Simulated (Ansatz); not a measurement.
The system is HfIn4SiO6.

```
CELL_PARAMETERS angstrom
2.71585 -4.70357 0.00833
2.71585 4.70357 0.00833
-1.87915 0.00000 7.40127
ATOMIC_POSITIONS crystal
Hf 0.78835 0.21165 0.00000
In 0.62175 0.37825 0.50000
In 0.45502 0.54498 0.00000
In 0.28407 0.71593 0.50000
In 0.95814 0.04186 0.50000
Si 0.12168 0.87832 0.00000
O 0.06219 0.11415 0.86666
O 0.88585 0.93781 0.13334
O 0.79490 0.53784 0.86663
O 0.46216 0.20510 0.13337
O 0.15352 0.62879 0.13333
O 0.37121 0.84648 0.86667
```

The cell was built by a generator and needn't be a form met in nature.

* Program: Ansatz 0.2.0
* Task: relaxation of cell and atoms
* Functional: BLYP
* Potentials or basis: Ansatz PAW
* Cutoff: 420 eV (not typed: the program's choice for these potentials)
* k mesh: 4 × 4 × 3
* Occupations: fermi-dirac, width 0.05 eV
* Spin: no spin polarisation

At the start: volume 15.77 Å³/atom.

**Question.** Where does the relaxation end?

**Answer.** It ends after 8 steps and the volume is 16.46 Å³/atom (+4.4 %); space group C2 (No. 5, to 0.05 Å).

The path:
```tsv
step	energy change (eV)	largest force (eV/Å)	volume (Å³)
1	0.0000	0.1488	189.24
2	-0.0103	0.3081	200.45
3	-0.0519	0.1105	196.93
4	-0.0545	0.0473	196.68
5	-0.0547	0.0072	196.78
6	-0.0850	0.0074	196.78
7	-0.0833	0.0068	197.51
8	-0.0859	0.0069	197.51
```

Final structure:
```
CELL_PARAMETERS angstrom
2.74338 -4.75224 0.01171
2.74338 4.75224 0.01171
-1.88948 0.00000 7.56680
ATOMIC_POSITIONS crystal
Hf 0.78827 0.21173 0.00000
In 0.62127 0.37873 0.50000
In 0.45489 0.54511 0.00000
In 0.28530 0.71470 0.50000
In 0.95801 0.04199 0.50000
Si 0.12159 0.87841 0.00000
O 0.06186 0.11428 0.86894
O 0.88572 0.93814 0.13106
O 0.79693 0.53840 0.86893
O 0.46160 0.20307 0.13107
O 0.15060 0.62720 0.13097
O 0.37280 0.84940 0.86903
```

Caveat: the plane-wave basis is chosen anew once the cell has moved, so the energies of steps on either side of that aren't comparable; the pressure holds a Pulay correction of +0.5 GPa for the finite cutoff; the PAW data sets come from PBE, with cores solved anew for the run's functional, which leaves a small shift of forces and pressure.
